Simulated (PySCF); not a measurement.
# C₄H₁₂BN: electronic excitations

Aim: predict the electronic excitations of C₄H₁₂BN (`C[B@@H-]1CC[N@@H+]1C`).

Programs: PySCF 2.14.0, with density-fitted response routines of our own. Each step states its level of theory. These are calculated values for one molecule in the gas phase, unless marked as measured. Atoms count from 0, in the outputs and in this text.

### Step 1. The starting structure

18 atoms, charge 0, multiplicity 1; geometry from: GFN2-xTB.

Bonds of the start (Å): C0–B1 1.61, B1–C2 1.64, C2–C3 1.52, C3–N4 1.48, N4–C5 1.45, N4–B1 1.69, C0–H6 1.09, C0–H7 1.09, C0–H8 1.09, B1–H9 1.19, C2–H10 1.09, C2–H11 1.09, C3–H12 1.09, C3–H13 1.10, N4–H14 1.01, C5–H15 1.09, C5–H16 1.09, C5–H17 1.09.

### Step 2. Excited states and response: CAM-B3LYP/def2-SVPD

What the job is given:

```
{"job": {"kind": "uv", "xc": "CAM-B3LYP", "basis": "def2-SVPD", "nstates": 8, "ntriplets": 3}, "charge": 0, "multiplicity": 1}
C     -1.601468    -0.886601    -0.483867
B     -0.893782     0.073338     0.599968
C     -0.632477     1.613842     0.105583
C      0.774368     1.184621    -0.295647
N      0.783231    -0.061334     0.494588
C      1.480277    -1.206278    -0.064745
H     -2.676474    -0.720245    -0.475296
H     -1.451056    -1.944091    -0.269926
H     -1.268932    -0.707153    -1.505388
H     -1.221228    -0.115757     1.727189
H     -1.215414     2.009605    -0.721367
H     -0.615015     2.367576     0.890981
H      0.830467     0.928084    -1.353545
H      1.604805     1.856169    -0.053003
H      1.143757     0.133231     1.422937
H      1.038817    -1.453167    -1.027959
H      2.545653    -1.000943    -0.204511
H      1.365713    -2.064578     0.595688
```

With the program's defaults for keys left out, this is: TDDFT CAM-B3LYP/def2-SVPD, vertical, gas phase, core orbitals frozen in the response.

Launch:

```
> OMP_NUM_THREADS=1 python probes_run.py task.json out
```

The driver reads the jobs from task.json and runs them one after another.

Predict these results of the whole session: lowest singlet (CAM-B3LYP/def2-SVPD); brightest single state of those computed; lowest triplet.

**Answer**, as computed:

```
                                quantity                        value
    lowest singlet (CAM-B3LYP/def2-SVPD)  6.57 eV (189 nm), f = 0.016
brightest single state of those computed  state 6, 7.77 eV, f = 0.026
                          lowest triplet                      6.45 eV
```

What this shows: The lowest singlet, at 6.57 eV, is HOMO→LUMO 0.88 and is weak; of the 8 states computed, the strongest absorption comes from states 5 to 6 together at 7.77 eV. The lowest triplet lies 0.12 eV below the lowest singlet (triplets in Tamm-Dancoff, singlets in full TDDFT).
